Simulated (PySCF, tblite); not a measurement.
# C₉H₇F: excited states, first hyperpolarisability

What do calculations give for the excited states, first hyperpolarisability of C₉H₇F (`FC1=CC2(C=CC=C2)C=C1`)?

Programs: tblite 0.8.0 and PySCF 2.14.0, with routines of our own; each step states its level. All values are computed. Atoms count from 0.

## 1. The starting structure

17 atoms, charge 0, multiplicity 1; geometry from: force field or distance geometry start.

## 2. Geometry optimisation with GFN2-xTB

The job: settings as JSON, then the geometry in Å.

```
{"job": {"kind": "relax", "xc": "GFN2-xTB", "basis": "xTB"}, "charge": 0, "multiplicity": 1}
F     -3.160900     1.737700     0.211100
C     -2.100800     0.906500     0.054000
C     -0.810600     1.146500     0.320300
C      0.012000    -0.055500    -0.000700
C      1.043400     0.253900    -1.005000
C      2.251100     0.033300    -0.518100
C      2.132400    -0.440800     0.854400
C      0.838900    -0.489900     1.149800
C     -0.998400    -1.014600    -0.451600
C     -2.218200    -0.470500    -0.420300
H     -0.385600     2.085400     0.695800
H      0.770000     0.612100    -2.004300
H      3.149800     0.204300    -1.085200
H      2.939100    -0.711800     1.527000
H      0.483200    -0.819400     2.134700
H     -0.786900    -2.027500    -0.762500
H     -3.165500    -0.937700    -0.709300
```

On the command line:

```
$ OMP_NUM_THREADS=1 python excited_run.py task.json out
```

This one command runs all jobs of the session in turn.

What it wrote:

```text
step      E/eV     max force
  0    -747.76572    1.861
  1    -747.88043    1.088
  2    -747.91144    0.360
  3    -747.92282    0.303
  4    -747.93362    0.248
  5    -747.94053    0.202
  6    -747.94574    0.157
  7    -747.94878    0.120
  8    -747.95110    0.112
  9    -747.95232    0.062
 10    -747.95274    0.046
 11    -747.95293    0.040
 12    -747.95305    0.028
 13    -747.95316    0.027
 14    -747.95326    0.028
 15    -747.95337    0.029
 16    -747.95352    0.034
 17    -747.95368    0.031
 18    -747.95384    0.035
 19    -747.95397    0.034
 20    -747.95409    0.032
 21    -747.95423    0.031
 22    -747.95441    0.030
 23    -747.95458    0.032
 24    -747.95474    0.031
 25    -747.95489    0.033
 26    -747.95509    0.037
 27    -747.95538    0.042
 28    -747.95575    0.055
 29    -747.95612    0.054
 30    -747.95644    0.042
 31    -747.95670    0.041
 32    -747.95690    0.028
 33    -747.95701    0.023
 34    -747.95706    0.014
 35    -747.95709    0.016
 36    -747.95712    0.015
 37    -747.95714    0.010
```

Run time: 0.14 s. Hardware: 1 thread of AMD EPYC 9R45, shared host.

Along the way: (not every step is listed)

| step | energy from step 0 (eV) | largest force (eV/Å) |
| --- | --- | --- |
| 0 | 0.0000 | 1.8609 |
| 1 | -0.1147 | 1.0885 |
| 2 | -0.1457 | 0.3598 |
| 3 | -0.1571 | 0.3034 |
| 4 | -0.1679 | 0.2475 |
| 5 | -0.1748 | 0.2023 |
| 6 | -0.1800 | 0.1570 |
| 7 | -0.1831 | 0.1205 |
| 8 | -0.1854 | 0.1123 |
| 10 | -0.1870 | 0.0461 |
| 12 | -0.1873 | 0.0277 |
| 14 | -0.1875 | 0.0284 |
| 16 | -0.1878 | 0.0337 |
| 18 | -0.1881 | 0.0354 |
| 20 | -0.1884 | 0.0323 |
| 22 | -0.1887 | 0.0302 |
| 24 | -0.1890 | 0.0306 |
| 26 | -0.1894 | 0.0375 |
| 28 | -0.1900 | 0.0547 |
| 30 | -0.1907 | 0.0421 |
| 32 | -0.1912 | 0.0278 |
| 33 | -0.1913 | 0.0230 |
| 34 | -0.1913 | 0.0145 |
| 35 | -0.1914 | 0.0162 |
| 36 | -0.1914 | 0.0153 |
| 37 | -0.1914 | 0.0100 |

Close pairs (by a distance rule), those that changed most:

| bond | before (Å) | after (Å) | change (Å) |
| --- | --- | --- | --- |
| C3–C8 | 1.464 | 1.507 | +0.042 |
| C3–C4 | 1.472 | 1.507 | +0.035 |
| C3–C7 | 1.482 | 1.507 | +0.025 |
| C2–H10 | 1.097 | 1.072 | -0.025 |
| C7–H14 | 1.098 | 1.073 | -0.024 |
| C4–H11 | 1.096 | 1.073 | -0.023 |
| C9–H16 | 1.095 | 1.074 | -0.021 |
| F0–C1 | 1.356 | 1.340 | -0.016 |

The final coordinates are the input of the step that follows.

## 3. Harmonic vibrations with GFN2-xTB

The job: settings as JSON, then the geometry in Å.

```
{"job": {"kind": "ir", "xc": "GFN2-xTB", "basis": "xTB"}, "charge": 0, "multiplicity": 1}
F     -3.190709     1.667786     0.235456
C     -2.121737     0.875607     0.076976
C     -0.849705     1.204072     0.325839
C      0.010609     0.015534     0.006844
C      1.068758     0.290046    -1.030954
C      2.273952    -0.004895    -0.534869
C      2.131415    -0.475788     0.830580
C      0.838777    -0.468673     1.169261
C     -0.998809    -1.004867    -0.450898
C     -2.230484    -0.487044    -0.404439
H     -0.458505     2.133904     0.688238
H      0.820618     0.661588    -2.007047
H      3.216338     0.085792    -1.044346
H      2.955959    -0.775075     1.452402
H      0.389881    -0.755167     2.101256
H     -0.704782    -1.990161    -0.759239
H     -3.158574    -0.960630    -0.664970
```

What it wrote:

```text
mode    cm-1     km/mol
  1      75.8      0.01
  2      87.5      0.15
  3     177.7      1.18
  4     326.1      3.48
  5     354.5      6.24
  6     407.8      2.67
  7     487.8      0.07
  8     498.7      3.16
  9     534.1      0.42
 10     600.3      1.11
 11     628.1     13.22
 12     771.7      4.12
 13     785.7      2.65
 14     786.6     22.62
 15     795.0     13.30
 16     799.2      1.66
 17     810.2     13.41
 18     862.7      0.71
 19     870.7      0.59
 20     876.1      0.61
 21     876.9      0.04
 22     951.9     34.72
 23    1024.8      1.90
 24    1063.9      4.85
 25    1067.9      0.91
 26    1072.1      1.55
 27    1106.7     10.92
 28    1131.3      1.00
 29    1132.2      0.05
 30    1201.4     17.62
 31    1227.0      0.31
 32    1245.4    172.16
 33    1324.2     50.02
 34    1344.5     32.32
 35    1555.6     13.76
 36    1578.8      5.59
 37    1635.6      0.07
 38    1658.2     97.48
 39    3126.7      8.95
 40    3133.6     35.56
 41    3143.2      4.24
 42    3152.2     49.92
 43    3154.2      6.87
 44    3157.9     20.61
 45    3172.1      7.84
```

It took 0.35 s on 1 thread of AMD EPYC 9R45, shared host.

The strongest bands and the atoms that carry them (share of the mass-weighted mode):

| cm⁻¹ | km/mol | atoms |
| --- | --- | --- |
| 787 | 22.6 | H14 22 %, H11 21 %, H12 17 %, H13 17 % |
| 952 | 34.7 | C9 39 %, C2 18 %, F0 12 %, H15 10 % |
| 1245 | 172.2 | C3 42 %, C1 14 % |
| 1324 | 50.0 | C6 18 %, C5 18 % |
| 1344 | 32.3 | C1 35 %, C9 21 % |
| 1658 | 97.5 | C1 43 %, C2 29 %, C9 14 %, C8 10 % |
| 3134 | 35.6 | H12 42 %, H13 33 %, H11 10 % |
| 3152 | 49.9 | H11 53 %, H14 31 % |

## 4. Excited states: TDA CAM-B3LYP/def2-SVP

Settings changed since step 3:

```diff
@@ -1,2 +1,2 @@
-{"job": {"kind": "ir", "xc": "GFN2-xTB", "basis": "xTB"}, "charge": 0, "multiplicity": 1}
+{"job": {"kind": "states", "xc": "CAM-B3LYP", "basis": "def2-SVP", "tda": true, "soc": true, "nstates": 8, "ntriplets": 6, "nquad": 4}, "charge": 0, "multiplicity": 1}
 F     -3.190709     1.667786     0.235456
```

Level: TDA CAM-B3LYP/def2-SVP excited states, vertical, gas phase, spin-orbit mean-field couplings.

What it wrote:

```text
coarse grid: 15200 points
cycle   1  E = -446.2170614587  dE =  2.229e+00  |g| = 5.362e-01  |ddm| = 4.966e+00
cycle   2  E = -446.2265717022  dE = -9.510e-03  |g| = 5.584e-01  |ddm| = 1.183e+00
cycle   3  E = -446.2804111879  dE = -5.384e-02  |g| = 7.117e-02  |ddm| = 5.976e-01
cycle   4  E = -446.2814002239  dE = -9.890e-04  |g| = 2.867e-02  |ddm| = 1.030e-01
cycle   5  E = -446.2816045294  dE = -2.043e-04  |g| = 7.497e-03  |ddm| = 3.811e-02
cycle   6  E = -446.2816170239  dE = -1.249e-05  |g| = 2.668e-03  |ddm| = 1.065e-02
cycle   7  E = -446.2816191914  dE = -2.168e-06  |g| = 8.035e-04  |ddm| = 4.123e-03
final grid: 150080 points
cycle   8  E = -446.3686336718  dE = -4.031e-05  |g| = 4.848e-03  |ddm| = 2.639e-02
cycle   9  E = -446.3686322678  dE =  1.404e-06  |g| = 5.804e-03  |ddm| = 1.243e-02
cycle  10  E = -446.3686389766  dE = -6.709e-06  |g| = 6.513e-04  |ddm| = 7.001e-03
cycle  11  E = -446.3686390696  dE = -9.295e-08  |g| = 2.169e-04  |ddm| = 8.189e-04
cycle  12  E = -446.3686390803  dE = -1.067e-08  |g| = 9.947e-05  |ddm| = 3.035e-04
cycle  13  E = -446.3686390825  dE = -2.241e-09  |g| = 1.197e-05  |ddm| = 1.173e-04
cycle  14  E = -446.3686390826  dE = -5.889e-11  |g| = 5.867e-06  |ddm| = 2.810e-05
converged SCF energy = -446.3686390826

Singlet excitations
state   eV       nm        f     d(h-e)  d(exc)  Lambda  PR(NTO)  |dmu|/D   mu/D   main configurations
  1   4.7283   262.2   0.02384   1.457   3.183   0.703   1.038    4.280    3.100   H->L+1 0.97
  2   4.7359   261.8   0.02570   1.492   3.193   0.698   1.038    4.344    5.541   H->L 0.97
  3   6.1349   202.1   0.08356   0.996   2.934   0.708   1.101    2.516    3.459   H-1->L 0.94
  4   6.1596   201.3   0.09087   0.888   2.896   0.724   1.099    2.309    1.241   H-1->L+1 0.94
  5   6.8499   181.0   0.00502   0.116   3.036   0.808   2.416                     H->L+2 0.57, H-2->L 0.22, H-3->L+1 0.18
  6   7.0655   175.5   0.00048   1.601   3.208   0.374   1.080                     H-2->L+1 0.88
  7   7.2671   170.6   0.00004   1.370   3.111   0.385   1.079                     H-3->L 0.85
  8   7.2707   170.5   0.01692   0.093   2.766   0.808   3.300                     H-2->L 0.38, H-3->L+1 0.32, H-1->L+2 0.18

Triplet excitations (Tamm-Dancoff)
state   eV     d(h-e)  d(exc)  Lambda  PR(NTO)   main configurations
  1   2.9052   0.104   2.385   0.710   1.071   H->L+1 0.73, H-1->L+1 0.23
  2   2.9504   0.225   2.414   0.702   1.069   H->L 0.74, H-1->L 0.21
  3   4.9217   0.071   2.285   0.796   3.144   H->L+2 0.42, H-2->L 0.23, H-3->L+1 0.18
  4   5.1148   0.056   2.089   0.802   3.568   H-2->L 0.34, H-3->L+1 0.27, H->L+8 0.17
  5   5.3651   2.292   3.403   0.727   1.018   H-1->L+1 0.74, H->L+1 0.25
  6   5.3997   2.252   3.370   0.714   1.064   H-1->L 0.71, H->L 0.23
S1 - T1 = 1.8231 eV

Spin-orbit couplings |<S|Hso|T>| (cm-1)
             T1       T2       T3       T4       T5       T6
S0        0.310    0.823    0.225    0.106    0.902    3.155
S1        0.153    2.432    1.956    1.171    0.371    1.228
S2        2.307    0.059    1.814    0.258    1.238    0.057
S3        1.196    0.144    1.369    0.084    2.725    0.708
S4        0.474    1.612    1.486    0.522    0.363    2.571
S5        1.120    0.510    0.191    0.003    0.919    0.205
S6        2.436    1.082    2.481    2.956    0.905    1.125
S7        0.864    4.093    7.588    5.837    0.307    0.627
S8        0.308    0.707    0.747    0.271    2.233    2.495
T1 sublevels (cm-1): 0.000 0.000 0.005   radiative rates (1/s): 0.00295 0.0021 0.0345
```

Wall time 24 s (1 thread of AMD EPYC 9R45, shared host); peak memory 0.9 GiB.

In short:

| quantity | value |
| --- | --- |
| S1 less T1 | 1.82 eV |

The fields below are evaluated on a grid from the run's orbitals.

Frontier orbitals at CAM-B3LYP/def2-SVP, with the share of their density that lies nearest to each atom:

| orbital | energy (eV) | lies on |
| --- | --- | --- |
| HOMO | -7.19 | C2, C4, C7 about 14 % each; 4 C atoms about 9 % each; C9 7 % |
| LUMO | 0.45 | C8 25 %; C2, C9 about 17 % each; C1 12 % |

ELF in a plane through or near 9 of the atoms.

Ten even steps from ' ' (0.00) to '@' (1.00):
```
                                                        
                                                        
                                                        
                          ..##%%++..                    
                          ##@@@@@@==    ..::..          
                          **@@@@@@==  ..++**==..        
                          ..@@@@##==..::%%%%%%++..      
              ......      ..**..::##++==##%%%%**::      
              --****..  ::==@@**==%%++..**####++..      
            ..++@@%%::  ++::==##::----==--..::::        
            ..++@@%%::  ==::==##::==**%%++..            
              --**++..  ::==@@**++##==--%%%%++..        
                ....      ..**::::%%++%%@@@@@@##        
                          ==@@@@**==--%%@@@@@@##        
                        ..@@@@@@%%..  ::%%@@%%..        
                        ::@@@@@@%%..    ..::..          
                          --%%##--                      
                                                        
                                                        
                                                        
```
The map spans 11.9 Å across and 9.6 Å up, centred on the molecule. Atoms in the plane (x, y in Å): F0 (3.3, 1.4), C1 (2.2, 0.7), C2 (1.0, 1.2), C3 (0.0, 0.0), C8 (0.9, -1.2), C9 (2.2, -0.8), H10 (0.7, 2.2), H15 (0.5, -2.2), H16 (3.1, -1.4).

On the surface of density 0.002 e/bohr³ the electrostatic potential runs, from the 1st to the 99th percentile, from -0.80 V near F0 to 0.87 V near H16.

## 5. Excited states: TDDFT B3LYP/def2-SVPD

Settings changed since step 4:

```diff
@@ -1,2 +1,2 @@
-{"job": {"kind": "states", "xc": "CAM-B3LYP", "basis": "def2-SVP", "tda": true, "soc": true, "nstates": 8, "ntriplets": 6, "nquad": 4}, "charge": 0, "multiplicity": 1}
+{"job": {"kind": "states", "xc": "B3LYP", "basis": "def2-SVPD", "tpa": true, "nstates": 6, "nquad": 5, "ntriplets": 0}, "charge": 0, "multiplicity": 1}
 F     -3.190709     1.667786     0.235456
```

With the program's defaults for keys left out, this is: TDDFT B3LYP/def2-SVPD excited states, vertical, gas phase, two-photon moments by quadratic response.

What it wrote:

```text
coarse grid: 15200 points
cycle   1  E = -446.4631743008  dE =  1.779e+00  |g| = 5.524e-01  |ddm| = 1.333e+01
cycle   2  E = -446.4220071269  dE =  4.117e-02  |g| = 7.138e-01  |ddm| = 4.083e+00
cycle   3  E = -446.5299244820  dE = -1.079e-01  |g| = 1.345e-01  |ddm| = 2.075e+00
cycle   4  E = -446.5341025529  dE = -4.178e-03  |g| = 4.915e-02  |ddm| = 6.101e-01
cycle   5  E = -446.5346198366  dE = -5.173e-04  |g| = 2.024e-02  |ddm| = 1.579e-01
cycle   6  E = -446.5347075702  dE = -8.773e-05  |g| = 5.245e-03  |ddm| = 8.381e-02
cycle   7  E = -446.5347138463  dE = -6.276e-06  |g| = 1.889e-03  |ddm| = 2.665e-02
final grid: 150080 points
cycle   8  E = -446.6186992996  dE = -5.391e-05  |g| = 6.864e-03  |ddm| = 2.846e-01
cycle   9  E = -446.6186794977  dE =  1.980e-05  |g| = 1.147e-02  |ddm| = 7.328e-02
cycle  10  E = -446.6187105378  dE = -3.104e-05  |g| = 1.808e-03  |ddm| = 4.388e-02
cycle  11  E = -446.6187113691  dE = -8.313e-07  |g| = 3.275e-04  |ddm| = 6.129e-03
cycle  12  E = -446.6187113882  dE = -1.913e-08  |g| = 1.695e-04  |ddm| = 1.101e-03
cycle  13  E = -446.6187113942  dE = -5.961e-09  |g| = 3.731e-05  |ddm| = 6.155e-04
cycle  14  E = -446.6187113945  dE = -3.180e-10  |g| = 1.484e-05  |ddm| = 1.876e-04
converged SCF energy = -446.6187113945

Singlet excitations
state   eV       nm        f     d(h-e)  d(exc)  Lambda  PR(NTO)  |dmu|/D   mu/D   delta(TPA)   sigma/GM   main configurations
  1   3.9443   314.3   0.00561   1.791   3.404   0.704   1.034    4.842    3.468        2.35      0.013   H->L 0.96
  2   3.9649   312.7   0.00680   1.798   3.379   0.697   1.034    4.805    6.242       11.37      0.065   H->L+1 0.96
  3   5.3879   230.1   0.05908   0.880   2.999   0.709   1.133    1.955    3.032       15.28      0.162   H-1->L+1 0.93
  4   5.3903   230.0   0.06212   0.770   3.018   0.716   1.126    1.774    0.859        0.45      0.005   H-1->L 0.94
  5   5.6427   219.7   0.00003   0.532   4.263   0.340   1.017    2.031    0.249        1.71      0.020   H->L+2 0.99
  6   6.0737   204.1   0.00293   0.730   4.186   0.436   1.113                                            H->L+3 0.94
```

It took 30 s on 1 thread of AMD EPYC 9R45, shared host; peak memory 1 GiB.

## 6. First hyperpolarisability: quadratic response CAM-B3LYP/def2-SVPD

Settings changed since step 5:

```diff
@@ -1,2 +1,2 @@
-{"job": {"kind": "states", "xc": "B3LYP", "basis": "def2-SVPD", "tpa": true, "nstates": 6, "nquad": 5, "ntriplets": 0}, "charge": 0, "multiplicity": 1}
+{"job": {"kind": "beta", "xc": "CAM-B3LYP", "basis": "def2-SVPD", "wavelengths": [1064, 800]}, "charge": 0, "multiplicity": 1}
 F     -3.190709     1.667786     0.235456
```

Level: quadratic response CAM-B3LYP/def2-SVPD first hyperpolarisability, Taylor convention, gas phase.

What it wrote:

```text
coarse grid: 15200 points
cycle   1  E = -446.2494351252  dE =  2.218e+00  |g| = 5.016e-01  |ddm| = 1.266e+01
cycle   2  E = -446.2606077118  dE = -1.117e-02  |g| = 5.141e-01  |ddm| = 2.380e+00
cycle   3  E = -446.3074410118  dE = -4.683e-02  |g| = 7.510e-02  |ddm| = 1.136e+00
cycle   4  E = -446.3085087745  dE = -1.068e-03  |g| = 3.081e-02  |ddm| = 3.366e-01
cycle   5  E = -446.3087401273  dE = -2.314e-04  |g| = 7.481e-03  |ddm| = 1.329e-01
cycle   6  E = -446.3087522787  dE = -1.215e-05  |g| = 2.953e-03  |ddm| = 3.454e-02
cycle   7  E = -446.3087548498  dE = -2.571e-06  |g| = 8.770e-04  |ddm| = 1.230e-02
final grid: 150080 points
cycle   8  E = -446.3955847394  dE = -4.518e-05  |g| = 4.908e-03  |ddm| = 1.935e-01
cycle   9  E = -446.3955827387  dE =  2.001e-06  |g| = 6.129e-03  |ddm| = 4.217e-02
cycle  10  E = -446.3955902167  dE = -7.478e-06  |g| = 6.678e-04  |ddm| = 1.955e-02
cycle  11  E = -446.3955903132  dE = -9.653e-08  |g| = 2.215e-04  |ddm| = 2.800e-03
cycle  12  E = -446.3955903248  dE = -1.158e-08  |g| = 1.034e-04  |ddm| = 9.013e-04
cycle  13  E = -446.3955903272  dE = -2.421e-09  |g| = 1.381e-05  |ddm| = 3.890e-04
cycle  14  E = -446.3955903273  dE = -8.095e-11  |g| = 6.820e-06  |ddm| = 8.605e-05
converged SCF energy = -446.3955903273

Lowest singlets (eV, f): 4.4342 0.0166  4.4592 0.0175  5.8578 0.0570

First hyperpolarisability (au)
process     nm      |vector|   parallel      HRS      DR
static         -      161.32     -95.78      63.61   6.007
shg       1064.0      174.19     -103.5      68.59   6.135
eope      1064.0      165.52     -98.29          -       -
shg        800.0      184.03     -109.5      72.37   6.255
eope       800.0      168.82    -100.27          -       -
```

Wall time 37 s (1 thread of AMD EPYC 9R45, shared host); peak memory 1.3 GiB.

## 7. Summary of results

```
                                                                  quantity                                               value
                                 strongest single infrared mode (GFN2-xTB)                               1245 cm⁻¹, 172 km/mol
                                              zero-point energy (GFN2-xTB)                                       79.7 kcal/mol
                               S1 less T1 (step 4, TDA CAM-B3LYP/def2-SVP)                                             1.82 eV
potential on the surface of density 0.002 e/bohr³, 1st and 99th percentile                                  -0.80 V and 0.87 V
                 β vector (step 6, quadratic response CAM-B3LYP/def2-SVPD)  static 161, SHG 1064.0 nm 174, SHG 800.0 nm 184 au
```

In words: No mode is imaginary among the 45: a minimum at this level. The strongest single mode, at 1245 cm⁻¹, is spread over many atoms; the largest shares are those of C3, C1. GFN2-xTB is a fitted tight-binding method: band positions and strengths are rough. Its intensities can rank the bands wrongly. In steps 4, 5 some excited states are degenerate or nearly so. In step 4, the number of triplets below S1 is 2, and the largest singlet-triplet spin-orbit coupling is S7–T3, 7.59 cm⁻¹. β grows from 161 au (static) to 184 au for doubling at 800.0 nm: normal dispersion, which grows as twice the photon energy moves toward the bright states.
